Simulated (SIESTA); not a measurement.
The system is Ta3AsAu2O13.

```xyz
19
Lattice="5.4520 0.0000 0.0000 -2.7260 4.7216 0.0000 0.0000 0.0000 9.5790" Properties=species:S:1:pos:R:3 pbc="T T T"
Ta    0.0000    0.0000    1.8591
Ta    0.0000    0.0000    7.7199
Ta    2.7260    1.5739    0.0000
As    0.0000    0.0000    4.7895
Au    0.0000    3.1478    2.6273
Au    0.0000    3.1478    6.9517
O     0.0000    0.0000    0.0000
O    -1.3422    4.5861    3.4870
O    -0.5745    1.2662    3.4870
O     1.9167    3.5909    3.4870
O    -1.3422    4.5861    6.0921
O    -0.5745    1.2662    6.0921
O     1.9167    3.5909    6.0921
O     1.1852    1.5782    8.2230
O     3.4927    0.2373    8.2230
O     3.5002    2.9061    8.2230
O     1.1852    1.5782    1.3560
O     3.4927    0.2373    1.3560
O     3.5002    2.9061    1.3560
```

The cell was built by a generator and needn't be a form met in nature.

Base run:

| Item | Value |
| --- | --- |
| Program | SIESTA 5.4.2 |
| Functional | AM05 |
| Potentials or basis | PseudoDojo 0.4 standard (PBEsol files) |
| Basis | DZP (energy shift 0.003 Ry; two zetas on semicore shells) |
| Grid cutoff | 800 Ry |
| Energy shift | 0.003 Ry |
| k mesh | 6 × 6 × 3 |
| Occupations | fermi-dirac, width 0.05 eV |
| Spin | no spin polarisation |

Its results: band gap on the k mesh none (metal or under the smearing width); pressure -1.6 GPa; largest force 0.481 eV/Å.

Q: After a change of settings the same cell gave: band gap on the k mesh none (metal or under the smearing width); pressure -7.3 GPa; largest force 0.551 eV/Å. Which change was it?
A. functional from AM05 to BLYP; potentials or basis from PseudoDojo 0.4 standard (PBEsol files) to PseudoDojo 0.4 standard (PBE files)
B. functional from AM05 to PBEsol
C. functional from AM05 to LDA; potentials or basis from PseudoDojo 0.4 standard (PBEsol files) to PseudoDojo 0.4 standard (LDA files)
D. functional from AM05 to PBE; potentials or basis from PseudoDojo 0.4 standard (PBEsol files) to PseudoDojo 0.4 standard (PBE files)

A: C.

Caveats: short orbitals over semicore shells can move pressures by several GPa; the basis of atomic orbitals isn't converged, which shifts pressures, moduli and gaps; the potentials were made for another functional, which shifts forces and pressure (some runs).

Not every run made on this cell is shown here.
